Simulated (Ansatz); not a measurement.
# IrRu5: the cost of one run

Computed with Ansatz 0.2.0 (DFT PBE, scalar-relativistic, plane waves, PAW, unless a step's input says otherwise).

1 further run of the same task is left out (set aside as unsound or not needed). Runs told in other sessions of the task aren't counted.

## (1) The system as given

Symmetry: P-6m2, No. 187, hexagonal system. Conventional cell: a = 2.726 Å, b = 2.726 Å, c = 12.944 Å, α = 90.00°, β = 90.00°, γ = 120.00°. Around Ru (site symmetry 3m) lie 9 Ru at 2.64 to 2.73 Å and 3 Ir at 2.71 Å. Around Ru (site symmetry -6m2) lie 12 Ru at 2.67 to 2.73 Å. Ru (site symmetry 3m) has 12 Ru at 2.64 to 2.73 Å in its first shell of neighbours. Ir (site symmetry -6m2) has 6 Ru at 2.71 Å and 6 Ir at 2.73 Å in its first shell of neighbours.

As a file:

```cif
data_structure
_symmetry_space_group_name_H-M 'P 1'
_symmetry_Int_Tables_number 1
_cell_length_a 2.7261
_cell_length_b 2.7261
_cell_length_c 12.9440
_cell_angle_alpha 90.000
_cell_angle_beta 90.000
_cell_angle_gamma 120.000
_cell_volume 83.31
loop_
_atom_site_label
_atom_site_type_symbol
_atom_site_fract_x
_atom_site_fract_y
_atom_site_fract_z
_atom_site_occupancy
Ru1 Ru 0.33333 0.66667 0.83003 1
Ru2 Ru 0.33333 0.66667 0.16997 1
Ru3 Ru 0.33333 0.66667 0.50000 1
Ru4 Ru 0.66667 0.33333 0.33383 1
Ru5 Ru 0.66667 0.33333 0.66617 1
Ir1 Ir 0.66667 0.33333 0.00000 1
```

It is the end of an earlier relaxation with the same method, from a generated guess; it is a trial structure. At a tolerance of 0.05 Å it has space group P-6m2 (No. 187); it has 13.88 Å³/atom, an uncorrected energy of -0.02 eV/atom over the elements.

## (2) Static run: bands, density of states and charges

Contents of input.yaml:

```yaml
crystal:
  lattice:
    - [2.7261446012, 0.0, 0.0]
    - [-1.3630723006, 2.360910479, 0.0]
    - [0.0, 0.0, 12.943989438]
  atoms:
    - { symbol: Ru, position: [0.3333333333, 0.6666666667, 0.8300317868] }
    - { symbol: Ru, position: [0.3333333333, 0.6666666667, 0.1699682132] }
    - { symbol: Ru, position: [0.3333333333, 0.6666666667, 0.5] }
    - { symbol: Ru, position: [0.6666666667, 0.3333333333, 0.3338283036] }
    - { symbol: Ru, position: [0.6666666667, 0.3333333333, 0.6661716964] }
    - { symbol: Ir, position: [0.6666666667, 0.3333333333, 0.0] }
basis:
  ecutwfc: 420
kpoints:
  mp_grid: { grid: [18, 18, 4] }
  band_path:
    path:
      - [[0.0, 0.0, 0.0], [0.5, 0.0, 0.0], [0.33333333, 0.33333333, 0.0], [0.0, 0.0, 0.0], [0.0, 0.0, 0.5], [0.5, 0.0, 0.5], [0.33333333, 0.33333333, 0.5], [0.0, 0.0, 0.5]]
      - [[0.5, 0.0, 0.5], [0.5, 0.0, 0.0]]
      - [[0.33333333, 0.33333333, 0.5], [0.33333333, 0.33333333, 0.0]]
    npoints: 14
hamiltonian:
  xc: pbe
scf:
  occupations: { method: gaussian, width: 0.1 }
  n_extra_bands: 15
output:
  forces: true
  stress: true
  eigenvalues: true
  populations: true
  dos: { projected: true, de: 0.02, nscf_kmesh: { grid: [22, 22, 5] } }
  bader: true
  write_density: true
  write_potential: true
  elf: true
  volumetric_format: npy
```

Run with:

```
ansatz run input.yaml --threads 1 --pin off --max-ram 2560MiB --backend cpu --events-out ev --progress --plain --runs-dir out
```

Q: Estimate wall time and peak memory on 1 thread of Intel Xeon at 2.50GHz (Skylake/Cascade Lake), shared host.

About 5.4 min, with a peak of 0.83 GiB.
